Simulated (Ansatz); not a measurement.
# H3CCl: the cost of one run

Method: DFT PBE+D3(BJ), plane waves, PAW, scalar-relativistic, no spin polarisation, in Ansatz 0.2.0.

**1. The structure to begin with**

The cell holds 40 atoms (C8H24Cl8): a = 8.382 Å, b = 8.382 Å, c = 8.382 Å, α = 90.00°, β = 90.00°, γ = 90.00°.

The coordinates stand in the first input below.

**2. Preparing the start**

input.yaml

```yaml
crystal:
  lattice:
    - [8.381516, 0.0, 0.0]
    - [0.0, 8.381516, 0.0]
    - [0.0, 0.0, 8.381516]
  atoms:
    - { symbol: C, position: [0.505969, 0.2778503, 0.904803] }
    - { symbol: Cl, position: [0.4931259, 0.3895173, 0.7249899] }
    - { symbol: H, position: [0.451092, 0.1616698, 0.8862254] }
    - { symbol: H, position: [0.631022, 0.2633588, 0.9365246] }
    - { symbol: H, position: [0.4434429, 0.3420079, 0.9987647] }
    - { symbol: C, position: [0.0996613, 0.1026326, 0.8249138] }
    - { symbol: Cl, position: [0.1170309, 0.2131258, 1.0050714] }
    - { symbol: H, position: [-0.0148191, 0.129517, 0.7699047] }
    - { symbol: H, position: [0.1963317, 0.1366104, 0.7451965] }
    - { symbol: H, position: [0.107125, -0.0240449, 0.8523294] }
    - { symbol: C, position: [0.8017694, 0.6594633, 0.2838136] }
    - { symbol: Cl, position: [0.7367866, 0.8589328, 0.3147381] }
    - { symbol: H, position: [0.8345613, 0.6447264, 0.1590656] }
    - { symbol: H, position: [0.904489, 0.6363899, 0.3597796] }
    - { symbol: H, position: [0.7049652, 0.5784595, 0.3141753] }
    - { symbol: C, position: [0.5094081, 0.8561535, 0.9115134] }
    - { symbol: Cl, position: [0.7110491, 0.8205027, 0.8564034] }
    - { symbol: H, position: [0.4359795, 0.8567777, 0.8044508] }
    - { symbol: H, position: [0.4703401, 0.7617671, 0.9916346] }
    - { symbol: H, position: [0.501797, 0.971151, 0.9712809] }
    - { symbol: C, position: [0.1081008, 0.0685553, 0.3860479] }
    - { symbol: Cl, position: [0.2865118, 0.0094446, 0.2878509] }
    - { symbol: H, position: [0.1276011, 0.0653, 0.5143587] }
    - { symbol: H, position: [0.0774958, 0.1890983, 0.3488023] }
    - { symbol: H, position: [0.0129348, -0.0135232, 0.3534736] }
    - { symbol: C, position: [0.1195798, 0.4876504, 0.5400274] }
    - { symbol: Cl, position: [0.0920713, 0.4798096, 0.7501441] }
    - { symbol: H, position: [0.1246399, 0.6119311, 0.5028358] }
    - { symbol: H, position: [0.230698, 0.4276813, 0.5098454] }
    - { symbol: H, position: [0.0197868, 0.4280091, 0.4822451] }
    - { symbol: C, position: [0.598754, 0.3536981, 0.2651865] }
    - { symbol: Cl, position: [0.5298318, 0.187124, 0.3768557] }
    - { symbol: H, position: [0.532248, 0.4591303, 0.3014568] }
    - { symbol: H, position: [0.7252906, 0.3707131, 0.2887131] }
    - { symbol: H, position: [0.579777, 0.3304709, 0.1388739] }
    - { symbol: C, position: [0.2106633, 0.7283838, 0.0504088] }
    - { symbol: Cl, position: [0.1318224, 0.5739093, 0.1724291] }
    - { symbol: H, position: [0.3129644, 0.781294, 0.1103213] }
    - { symbol: H, position: [0.247157, 0.6776648, -0.0633906] }
    - { symbol: H, position: [0.1188299, 0.8182053, 0.0316143] }
basis:
  ecutwfc: 420.0
kpoints:
  mp_grid: { grid: [1, 1, 1] }
hamiltonian:
  xc: pbe
  dispersion: d3bj
scf:
  occupations: { method: fermi_dirac, width: 0.05 }
  lower_state_search: "off"
relax:
  f_tol: 0.3
  max_steps: 15
  adjacent_minimum: "off"
```

On the command line:

```bash
> ansatz run input.yaml --threads 1 --pin off --max-ram 3072MiB --backend cpu --events-out ev --progress --plain --runs-dir out
```

What time and memory should one allow on 1 thread of Intel Xeon Platinum 8488C (Sapphire Rapids), shared host?

About 30 s, with a peak of 0.57 GiB.
